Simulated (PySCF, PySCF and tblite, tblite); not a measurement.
# C5H12OSi: conformers and averaged spectra, part 1 of 2

Which conformers does C5H12OSi (`[SiH3][C@@H]1CCCCO1`) populate, and what do their averaged NMR parameters look like?

Programs: PySCF 2.14.0 with density-fitted response routines of our own, and tblite 0.8.0. All values are computed, except where a source is named. Atoms count from 0 throughout.

### Step 1. The molecule as given

19 atoms, charge 0, multiplicity 1; geometry from: MMFF94s geometry.

Bonds of the start (Å): C1–C2 1.53, C1–H10 1.11, C1–O6 1.44, C2–C3 1.54, C2–H11 1.10, C2–H12 1.09, C3–C4 1.51, C3–H13 1.10, C3–H14 1.09, C4–C5 1.52, C4–H15 1.09, C4–H16 1.09, C5–H17 1.09, C5–H18 1.11, C5–O6 1.43, Si0–C1 1.93, Si0–H7 1.48, Si0–H8 1.49, Si0–H9 1.48.

### Step 2. GFN2-xTB relaxation, conformer 1

Job settings and geometry (Å):

```
{"job": {"xc": "GFN2-xTB", "basis": "xTB", "kind": "relax"}, "charge": 0, "multiplicity": 1}
Si     2.709800    -0.572100    -0.193700
C      0.893600    -0.019500     0.144700
C     -0.118600    -1.117100    -0.208300
C     -1.547100    -0.662400     0.129300
C     -1.844700     0.701700    -0.443100
C     -0.754500     1.692400    -0.082000
O      0.528000     1.213600    -0.500900
H      2.999400    -1.804600     0.580300
H      2.902100    -0.866700    -1.636800
H      3.659200     0.477900     0.245600
H      0.860000     0.149900     1.236200
H     -0.090000    -1.316700    -1.289100
H      0.091000    -2.054800     0.312200
H     -1.652500    -0.632000     1.225900
H     -2.274500    -1.394200    -0.231000
H     -1.894300     0.614400    -1.530500
H     -2.816700     1.067000    -0.101100
H     -0.926700     2.643000    -0.583500
H     -0.733400     1.889500     1.005500
```

Run with:

```bash
OMP_NUM_THREADS=1 python ens_run.py task.json out
```

The driver reads the study from task.json and runs its stages one after another.

Standard output:

```text
step      E/eV     max force
  0    -615.55035    0.946
  1    -615.58106    0.347
  2    -615.59775    0.320
  3    -615.61333    0.366
  4    -615.62730    0.363
  5    -615.63858    0.230
  6    -615.64580    0.195
  7    -615.65191    0.218
  8    -615.65638    0.213
  9    -615.65950    0.157
 10    -615.66218    0.138
 11    -615.66489    0.166
 12    -615.66761    0.204
 13    -615.67008    0.166
 14    -615.67209    0.108
 15    -615.67373    0.103
 16    -615.67503    0.096
 17    -615.67615    0.098
 18    -615.67736    0.102
 19    -615.67879    0.102
 20    -615.68040    0.120
 21    -615.68200    0.123
 22    -615.68349    0.092
 23    -615.68493    0.088
 24    -615.68623    0.085
 25    -615.68721    0.062
 26    -615.68795    0.064
 27    -615.68856    0.066
 28    -615.68911    0.050
 29    -615.68956    0.048
 30    -615.68995    0.037
 31    -615.68995    0.037
 32    -615.69012    0.034
 33    -615.69050    0.025
 34    -615.69058    0.026
 35    -615.69096    0.030
 36    -615.69115    0.037
 37    -615.69136    0.038
 38    -615.69155    0.034
 39    -615.69176    0.028
 40    -615.69193    0.026
 41    -615.69206    0.026
 42    -615.69218    0.026
 43    -615.69229    0.027
 44    -615.69240    0.028
 45    -615.69251    0.028
 46    -615.69265    0.029
 47    -615.69281    0.029
 48    -615.69296    0.026
 49    -615.69307    0.028
 50    -615.69317    0.030
 51    -615.69328    0.029
 52    -615.69339    0.024
 53    -615.69349    0.022
 54    -615.69356    0.019
 55    -615.69362    0.021
 56    -615.69368    0.017
 57    -615.69373    0.016
 58    -615.69377    0.015
 59    -615.69381    0.018
 60    -615.69387    0.020
 61    -615.69393    0.019
 62    -615.69399    0.017
 63    -615.69403    0.018
 64    -615.69407    0.016
 65    -615.69411    0.015
 66    -615.69415    0.014
 67    -615.69419    0.011
 68    -615.69421    0.011
 69    -615.69423    0.010
 70    -615.69426    0.011
 71    -615.69428    0.011
 72    -615.69430    0.009
 73    -615.69432    0.010
 74    -615.69434    0.008
 75    -615.69435    0.008
 76    -615.69435    0.007
 77    -615.69436    0.005
 78    -615.69437    0.005
 79    -615.69437    0.004
```

It took 0.9 s on 1 thread of Arm Neoverse N1, shared host.

Relaxing gained 0.144 eV and moved the atoms by 0.15 Å on average (rms).

GFN2-xTB relaxation, conformer 2:

Job settings and geometry (Å):

```
{"job": {"xc": "GFN2-xTB", "basis": "xTB", "kind": "relax"}, "charge": 0, "multiplicity": 1}
Si     2.323900     0.562600     0.089600
C      0.932700    -0.737500    -0.147400
C     -0.048600    -0.456100    -1.273700
C     -1.174100     0.504600    -0.856900
C     -1.821200     0.006000     0.447500
C     -0.771200    -0.252100     1.502400
O      0.222400    -1.170600     1.039600
H      1.724900     1.861000     0.533200
H      3.314500     0.118000     1.103900
H      3.010700     0.787900    -1.198300
H      1.503500    -1.629900    -0.448300
H      0.443100    -0.068200    -2.168100
H     -0.534000    -1.400300    -1.556800
H     -1.922900     0.567400    -1.643200
H     -0.774500     1.514800    -0.697800
H     -2.556100     0.738500     0.811200
H     -2.356000    -0.922400     0.234100
H     -0.288700     0.674400     1.826100
H     -1.238300    -0.688800     2.395600
```

Standard output:

```text
step      E/eV     max force
  0    -615.49075    0.880
  1    -615.53252    0.465
  2    -615.55148    0.362
  3    -615.56510    0.345
  4    -615.58106    0.434
  5    -615.59225    0.302
  6    -615.59755    0.151
  7    -615.60074    0.139
  8    -615.60386    0.189
  9    -615.60723    0.166
 10    -615.61061    0.152
 11    -615.61381    0.125
 12    -615.61685    0.193
 13    -615.61964    0.211
 14    -615.62208    0.150
 15    -615.62399    0.111
 16    -615.62547    0.096
 17    -615.62679    0.115
 18    -615.62802    0.106
 19    -615.62913    0.080
 20    -615.63009    0.076
 21    -615.63087    0.062
 22    -615.63151    0.061
 23    -615.63207    0.052
 24    -615.63260    0.050
 25    -615.63308    0.056
 26    -615.63352    0.043
 27    -615.63393    0.045
 28    -615.63433    0.045
 29    -615.63470    0.043
 30    -615.63500    0.042
 31    -615.63524    0.035
 32    -615.63524    0.035
 33    -615.63535    0.031
 34    -615.63562    0.027
 35    -615.63570    0.028
 36    -615.63592    0.026
 37    -615.63604    0.026
 38    -615.63618    0.030
 39    -615.63633    0.037
 40    -615.63652    0.034
 41    -615.63672    0.038
 42    -615.63690    0.037
 43    -615.63705    0.030
 44    -615.63722    0.039
 45    -615.63743    0.042
 46    -615.63766    0.039
 47    -615.63785    0.043
 48    -615.63803    0.039
 49    -615.63820    0.039
 50    -615.63838    0.037
 51    -615.63853    0.025
 52    -615.63865    0.028
 53    -615.63875    0.026
 54    -615.63884    0.022
 55    -615.63892    0.020
 56    -615.63900    0.022
 57    -615.63908    0.026
 58    -615.63917    0.029
 59    -615.63927    0.022
 60    -615.63935    0.020
 61    -615.63943    0.022
 62    -615.63951    0.023
 63    -615.63961    0.024
 64    -615.63971    0.026
 65    -615.63981    0.028
 66    -615.63988    0.024
 67    -615.63994    0.015
 68    -615.63998    0.013
 69    -615.64001    0.013
 70    -615.64005    0.018
 71    -615.64010    0.022
 72    -615.64018    0.022
 73    -615.64027    0.024
 74    -615.64033    0.022
 75    -615.64038    0.016
 76    -615.64045    0.020
 77    -615.64054    0.028
 78    -615.64064    0.029
 79    -615.64072    0.025
 80    -615.64080    0.020
 81    -615.64090    0.022
 82    -615.64103    0.029
 83    -615.64121    0.035
 84    -615.64142    0.035
 85    -615.64163    0.029
 86    -615.64185    0.030
 87    -615.64206    0.031
 88    -615.64224    0.026
 89    -615.64239    0.028
 90    -615.64237    0.051
 91    -615.64263    0.029
 92    -615.64275    0.021
 93    -615.64295    0.017
 94    -615.64300    0.017
 95    -615.64306    0.019
 96    -615.64311    0.020
 97    -615.64316    0.017
 98    -615.64319    0.013
 99    -615.64321    0.010
100    -615.64323    0.008
101    -615.64323    0.006
102    -615.64324    0.004
103    -615.64324    0.004
```

Wall time 1.1 s (1 thread of Arm Neoverse N1, shared host).

Relaxing gained 0.152 eV and moved the atoms by 0.20 Å on average (rms).

### Step 3. Shieldings, conformer 1: PBE0/pcSseg-1

Job settings and geometry (Å):

```
{"job": {"xc": "PBE0", "basis": "pcSseg-1", "kind": "nmr", "pop": true}, "charge": 0, "multiplicity": 1}
Si     2.660336    -0.501448    -0.246095
C      0.864781    -0.105325     0.265156
C     -0.161122    -1.160717    -0.146333
C     -1.573771    -0.664066     0.158699
C     -1.781016     0.691486    -0.513738
C     -0.669203     1.645574    -0.077030
O      0.607192     1.135919    -0.378483
H      3.067831    -1.744411     0.418593
H      2.697823    -0.675495    -1.696405
H      3.513992     0.607757     0.168811
H      0.781636     0.042482     1.356696
H     -0.069134    -1.348153    -1.218468
H      0.043470    -2.092316     0.384254
H     -1.696432    -0.556066     1.240109
H     -2.316223    -1.382392    -0.195353
H     -1.738307     0.571506    -1.598276
H     -2.751208     1.114631    -0.248901
H     -0.742538     2.601711    -0.601491
H     -0.747910     1.828574     1.007904
```

Standard output:

```text
coarse grid: 15584 points
cycle   1  E = -561.8459682176  dE =  7.084e-01  |g| = 5.632e-01  |ddm| = 3.761e+00
cycle   2  E = -561.7865635495  dE =  5.940e-02  |g| = 8.061e-01  |ddm| = 1.316e+00
cycle   3  E = -561.9112525387  dE = -1.247e-01  |g| = 8.474e-02  |ddm| = 8.824e-01
cycle   4  E = -561.9123689291  dE = -1.116e-03  |g| = 3.516e-02  |ddm| = 8.460e-02
cycle   5  E = -561.9126461061  dE = -2.772e-04  |g| = 8.416e-03  |ddm| = 3.531e-02
cycle   6  E = -561.9126607712  dE = -1.467e-05  |g| = 1.364e-03  |ddm| = 8.357e-03
cycle   7  E = -561.9126611742  dE = -4.031e-07  |g| = 3.797e-04  |ddm| = 1.428e-03
final grid: 143640 points
cycle   8  E = -561.9667849125  dE = -3.571e-05  |g| = 1.193e-02  |ddm| = 2.921e-02
cycle   9  E = -561.9667532847  dE =  3.163e-05  |g| = 1.766e-02  |ddm| = 2.059e-02
cycle  10  E = -561.9668134480  dE = -6.016e-05  |g| = 1.212e-03  |ddm| = 1.268e-02
cycle  11  E = -561.9668137562  dE = -3.082e-07  |g| = 2.941e-04  |ddm| = 1.453e-03
cycle  12  E = -561.9668137742  dE = -1.801e-08  |g| = 5.624e-05  |ddm| = 3.251e-04
cycle  13  E = -561.9668137749  dE = -6.330e-10  |g| = 1.737e-05  |ddm| = 7.578e-05
converged SCF energy = -561.9668137749

GIAO shielding tensors (ppm)
atom      isotropic    diamagn.    paramagn.     s11        s22        s33       span
  0 Si     416.866     879.690    -462.824    378.904    406.877    464.818     85.913
  1 C      114.889     248.886    -133.997     91.683     96.985    156.001     64.318
  2 C      153.668     249.361     -95.693    142.578    156.789    161.639     19.061
  3 C      157.994     247.068     -89.075    149.678    156.536    167.767     18.089
  4 C      156.395     249.066     -92.671    147.152    156.070    165.964     18.812
  5 C      113.182     243.384    -130.202     86.639    100.132    152.774     66.135
  6 O      280.382     398.487    -118.105    243.238    274.855    323.054     79.816
  7 H       28.003      28.562      -0.559     24.650     26.054     33.306      8.656
  8 H       28.028      28.965      -0.937     24.637     26.919     32.527      7.890
  9 H       27.838      28.578      -0.740     24.288     25.942     33.284      8.996
 10 H       28.333      32.244      -3.911     25.701     27.544     31.754      6.053
 11 H       30.150      32.301      -2.151     26.064     29.829     34.558      8.494
 12 H       30.276      31.606      -1.330     25.413     29.223     36.193     10.780
 13 H       30.323      31.170      -0.847     27.084     28.193     35.691      8.607
 14 H       29.793      29.864      -0.071     25.196     27.359     36.823     11.627
 15 H       30.055      30.705      -0.650     27.007     27.709     35.450      8.443
 16 H       30.369      29.443       0.926     26.189     27.636     37.281     11.092
 17 H       27.535      28.927      -1.391     22.935     26.644     33.027     10.092
 18 H       28.251      30.190      -1.939     23.322     27.909     33.521     10.199
```

Wall time 60 s (1 thread of Arm Neoverse N1, shared host); peak memory 0.85 GiB.

Key values: HOMO -7.25 eV, LUMO 0.96 eV; dipole 1.68 D.

The fields below are evaluated on a grid from the run's orbitals.

Frontier orbitals at PBE0/pcSseg-1, with the share of their density that lies nearest to each atom:

```csv
orbital,energy (eV),lies on
HOMO,-7.25,"O6 53 %; C2, C4 about 7 % each"
LUMO,0.96,"H7, H8, H9 about 16 % each; Si0 13 %; C1 6 %"
```

ELF in a plane through or near 8 of the atoms.

Ten even steps from ' ' (0.00) to '@' (1.00):
```
                                                        
                                                        
                                                        
                              ::%%@@%%::                
          --**==..      ..    ==@@@@@@**                
      ..**@@@@@@++    ++##++..++@@@@@@++                
      ::%%@@@@@@##  ..##@@%%++++##@@**..                
      ..##@@@@@@**..  ==++==##++..**++::++%%==          
        --****::  --==--####**==##@@####@@@@@@::        
        ..::  %%##==@@++====    ====::##@@@@@@--        
      ..==##====..++%%**####::..**%%++**@@@@%%..        
      ==%%@@@@%%--::::==##::++%%==++##::....            
      ==@@@@@@%%::    --==##::@@====##==                
      ..**%%@@==    ::##%%##====**@@@@@@##              
          ----      ==%%@@%%--  ++@@@@@@@@              
                    ..**##++    ..%%@@@@--              
                        ..        ..--..                
                                                        
                                                        
                                                        
```
The map spans 12.1 Å across and 9.9 Å up, centred on the molecule. Atoms in the plane (x, y in Å): Si0 (-2.7, 0.2), C2 (-0.2, -1.2), C4 (1.9, 0.2), C5 (1.1, 1.4), O6 (-0.3, 1.3), H14 (1.9, -1.9), H16 (2.9, 0.3), H17 (1.4, 2.3).

On the surface of density 0.002 e/bohr³ the electrostatic potential runs, from the 1st to the 99th percentile, from -1.37 V near O6 to 0.74 V near H7.

(Continued in part 2 of 2.)
